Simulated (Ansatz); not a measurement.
**CH4FSeSi radical: small, medium and large basis sets**

Aim: see how fast density functionals converge with the basis set for CH4FSeSi radical.

Method: one geometry, several basis sets; program: Ansatz 0.2.0, Gaussian basis.

Plan: PBE0-D4/def2-SVP; ωB97M-V/def2-SVP; PBE0-D4/def2-QZVPP; ωB97M-V/def2-QZVPP; the functionals' def2-TZVPP values are taken from earlier runs.

## Step 1: The geometry

An earlier PBE0-D4 in a triple-zeta def2 set relaxation fixed the geometry.

SMILES `C[Si](F)[SeH]`, 8 atoms, charge 0, spin multiplicity 2.

Atoms are counted from 1 here; the program's logs count them from 0.

Bond lengths: C1–Si2 1.866 Å, C1–H5 1.092 Å, C1–H6 1.092 Å, C1–H7 1.094 Å, Si2–F3 1.609 Å, Si2–Se4 2.279 Å, Se4–H8 1.468 Å. Angles: Si2–C1–H5 110.5°, Si2–C1–H6 110.2°, Si2–C1–H7 110.0°, H5–C1–H6 108.7°, H5–C1–H7 109.0°, H6–C1–H7 108.4°, C1–Si2–F3 107.8°, C1–Si2–Se4 107.5°, F3–Si2–Se4 110.9°, Si2–Se4–H8 93.0°.

## Step 2: PBE0-D4 in def2-SVP

File in.yaml:

```yaml
crystal:
  periodic: [false, false, false]
  atoms:
    - {symbol: C, position_ang: [-0.141747, 1.198778, -0.398447]}
    - {symbol: Si, position_ang: [0.056190, -0.265624, 0.740323]}
    - {symbol: F, position_ang: [1.599786, -0.337637, 1.187078]}
    - {symbol: Se, position_ang: [-0.541563, -2.129037, -0.428601]}
    - {symbol: H, position_ang: [-1.174903, 1.278857, -0.741505]}
    - {symbol: H, position_ang: [0.126905, 2.119990, 0.122492]}
    - {symbol: H, position_ang: [0.514798, 1.088380, -1.266542]}
    - {symbol: H, position_ang: [-0.347366, -3.010908, 0.729302]}
basis:
  gaussian: {orbitals: def2-SVP}
magnetization: {spin_polarized: true, initial_magnetization: 1}
hamiltonian: {xc: pbe0, dispersion: d4}
output: {orbitals: {seedname: orbitals}}
```

The run is started by

```sh
ansatz run in.yaml --threads 2 --pin off --events-out ev --progress --plain --max-ram 22528MiB --backend cpu
```

The runs that follow: ωB97M-V in def2-SVP; PBE0-D4 in def2-QZVPP; ωB97M-V in def2-QZVPP.

Before running them: what should the planned runs give, taken together? Wanted: PBE0-D4: double and triple zeta above quadruple; ωB97M-V: double and triple zeta above quadruple.

**Answer**, as computed:

| quantity | value |
| --- | --- |
| PBE0-D4: double and triple zeta above quadruple | 17.49, 1.87 eV |
| ωB97M-V: double and triple zeta above quadruple | 17.53, 1.80 eV |

PBE0-D4 gains 15.62 eV from double to triple zeta, then 1.87 eV more. Total energies overstate the basis error of differences, where much of it tends to cancel.
